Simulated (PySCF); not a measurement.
**Hf+: dipole response in ANO-RCC-VTZP**

How polarisable is Hf+ at the levels listed below?

Method: unrestricted determinants in a Gaussian basis, no spin-orbit coupling in the energies. Code: PySCF 2.14.0.

## 1. Starting point

| Quantity | Value |
| --- | --- |
| Element | hafnium (Z = 72) |
| Basis | ANO-RCC-VTZP (8s7p5d3f2g1h, 104 functions) |
| Hamiltonian | scalar relativity by spin-free X2C-1e |
| State 1 | Hf+: [Xe] 4f14 5d1 6s2, 2D determinant |
| Methods | PW91 |

Outer shells as boxes (Hund's rule):

Hf+ [Xe] 4f14 5d1 6s2
```
[Xe] core
4f [↑↓][↑↓][↑↓][↑↓][↑↓][↑↓][↑↓]
5d [↑ ][  ][  ][  ][  ]
6s [↑↓]
```

One driver process ran all states and methods and kept the integrals in memory. Each run is shown as a PySCF script that sums up its settings (the driver passes frozen orbitals as a list and adds second-order terms of double hybrids); the logs are those of the runs themselves. The driver starts from symmetry-adapted Hartree-Fock orbitals, holds the occupation by maximum overlap and uses a logarithmic radial grid for functionals, so a plain start would take other cycles.

The integrals over 104 functions and the set-up took 52 s of CPU time.

## 2. Hf+: PW91

PW91:

The input, input.py:

```python
from pyscf import gto, scf, dft, mp, cc
import basis_set_exchange as bse
mol = gto.M(atom="Hf 0 0 0", charge=1, spin=1, symmetry="D2h",
            basis=gto.basis.parse(bse.get_basis("ANO-RCC-VTZP", elements=["Hf"], fmt="nwchem")),
            nucmod="G")
mf = dft.UKS(mol, xc="PW91,PW91").sfx2c1e()
mf.irrep_nelec = {'Ag': (10, 10), 'B1g': (3, 2), 'B2g': (2, 2), 'B3g': (2, 2), 'Au': (1, 1), 'B1u': (6, 6), 'B2u': (6, 6), 'B3u': (6, 6)}
mf.kernel()
```

What it wrote:

```text
damping factor = 0
level_shift factor = 0
DIIS = <class 'pyscf.scf.diis.CDIIS'>
diis_start_cycle = 1
diis_space = 10
diis_damp = 0
SCF conv_tol = 1e-09
SCF conv_tol_grad = None
number electrons alpha = 36  beta = 35
XC functionals = PW91,PW91
    J. P. Perdew. In P. Ziesche and H. Eschrig, editors, Proceedings of the 75. WE-Heraeus-Seminar and 21st Annual International Symposium on Electronic Structure of Solids, 11. Berlin, 1991. Akademie Verlag.
    J. P. Perdew, J. A. Chevary, S. H. Vosko, K. A. Jackson, M. R. Pederson, D. J. Singh, and C. Fiolhais.,  Phys. Rev. B 46, 6671 (1992)
    J. P. Perdew, J. A. Chevary, S. H. Vosko, K. A. Jackson, M. R. Pederson, D. J. Singh, and C. Fiolhais.,  Phys. Rev. B 48, 4978 (1993)
    J. P. Perdew. In P. Ziesche and H. Eschrig, editors, Proceedings of the 75. WE-Heraeus-Seminar and 21st Annual International Symposium on Electronic Structure of Solids, 11. Berlin, 1991. Akademie Verlag.
    J. P. Perdew, J. A. Chevary, S. H. Vosko, K. A. Jackson, M. R. Pederson, D. J. Singh, and C. Fiolhais.,  Phys. Rev. B 46, 6671 (1992)
    J. P. Perdew, J. A. Chevary, S. H. Vosko, K. A. Jackson, M. R. Pederson, D. J. Singh, and C. Fiolhais.,  Phys. Rev. B 48, 4978 (1993)
cycle= 1 E= -15079.4173069117  delta_E= -0.0149  |g|= 0.685  |ddm|= 0.587
cycle= 2 E= -15079.309305981  delta_E= 0.108  |g|=  1.4  |ddm|= 0.581
cycle= 3 E= -15079.4584645345  delta_E= -0.149  |g|= 0.0182  |ddm|= 0.224
cycle= 4 E= -15079.4596120431  delta_E= -0.00115  |g|= 0.0196  |ddm|= 0.17
cycle= 5 E= -15079.4598252717  delta_E= -0.000213  |g|= 0.00743  |ddm|= 0.0347
cycle= 6 E= -15079.459886747  delta_E= -6.15e-05  |g|= 0.00284  |ddm|= 0.0407
cycle= 7 E= -15079.4598894625  delta_E= -2.72e-06  |g|= 0.000152  |ddm|= 0.00552
cycle= 8 E= -15079.4598894775  delta_E= -1.49e-08  |g|= 3.36e-05  |ddm|= 0.000302
cycle= 9 E= -15079.4598894787  delta_E= -1.22e-09  |g|= 4.31e-06  |ddm|= 0.00019
cycle= 10 E= -15079.4598894787  delta_E= -6.18e-11  |g|= 2.48e-07  |ddm|= 3.96e-05
converged SCF energy = -15079.4598894787  <S^2> = 1.3048668  2S+1 = 2.4938859
```

CPU time 27 s on a shared host, the integrals not counted.

Orbital energies by shell (radii are means over both spins):

```csv
shell,electrons,mean orbital energy (eV),spread (eV),rms radius (bohr)
1s α,1,-65079.9,0,0.0215
1s β,1,-65079.9,0,0.0215
2s α,1,-11139.2,0,0.0869
2s β,1,-11139.1,0,0.0869
2p α,3,-9814.2,0.025,0.0788
2p β,3,-9814.1,0.066,0.0788
3s α,1,-2545.9,0,0.223
3s β,1,-2545.9,0,0.223
3p α,3,-2147.8,0.118,0.224
3p β,3,-2147.8,0.105,0.224
3d α,5,-1662.0,0.098,0.205
3d β,5,-1662.0,0.116,0.205
4s α,1,-519.48,0,0.498
4s β,1,-519.46,0,0.498
4p α,3,-388.14,0.215,0.530
4p β,3,-388.12,0.205,0.530
4d α,5,-214.80,0.229,0.577
4d β,5,-214.78,0.259,0.577
5s α,1,-75.518,0,1.21
5s β,1,-75.231,0,1.21
5p α,3,-44.376,0.052,1.42
5p β,3,-43.977,0.726,1.42
4f α,7,-25.506,0.214,0.774
4f β,7,-25.430,0.291,0.774
6s α,1,-11.907,0,3.21
6s β,1,-11.655,0,3.21
5d α,1,-11.093,0,2.43
```

⟨S²⟩ = 1.305, ⟨L²⟩ = 8.11.

The driver then solved the coupled dipole response at imaginary frequencies: mean α = 48.37 bohr³ (xx, yy, zz: 47.42, 47.42, 50.28), C₆ = 444.1 au for a like pair.

⟨L²⟩ = 8.11 against 6 for a pure D term, so this real determinant mixes terms. Spin-orbit coupling, absent here, splits the open shell strongly. ⟨S²⟩ = 1.30 against 0.75 shows spin contamination. The s, p, d and f populations moved away from the nominal configuration during the SCF.

Radial density 4πr²ρ of Hf+ at PW91, without picture-change correction:

```csv
r (bohr),density,spin density
0.000304,2.11,0.000
0.000511,4.51,0.000
0.000859,9.29,0.000
0.00145,18.4,0.000
0.00243,34.6,0.000
0.00409,59.0,0.000
0.00688,86.7,0.001
0.0116,101,0.000
0.0195,89.6,0.000
0.0327,94.8,0.000
0.0551,131,0.007
0.0926,104,0.024
0.156,119,0.017
0.262,67.1,-0.004
0.441,70.9,0.038
0.741,30.5,0.007
1.25,11.7,0.338
2.10,2.62,0.425
3.53,0.700,0.148
5.93,0.0496,0.009
9.98,6.92e-05,0.000
```

## 3. Polarisabilities and C₆

Hf+, in atomic units:

```csv
method,mean α,C₆ (like pair),S(−4)
PW91,48.37,444.1,1022
```

α(iu) at PW91:

```csv
u (hartree),α(iu) (bohr³)
0,48.37
0.0500,45.97
0.100,40.20
0.200,27.63
0.300,19.12
0.500,10.98
0.750,7.040
1.00,5.164
1.50,3.291
2.00,2.337
3.00,1.393
5.00,0.6907
```

## 4. Summary of results

| quantity | value |
| --- | --- |
| α of Hf+ | 48.37 (PW91) bohr³ |

A single London oscillator with the computed α and C₆ of Hf+ at PW91 would have ω = 4 C₆ / (3 α²) = 0.253 hartree. The basis is finite, and no extrapolation was made.
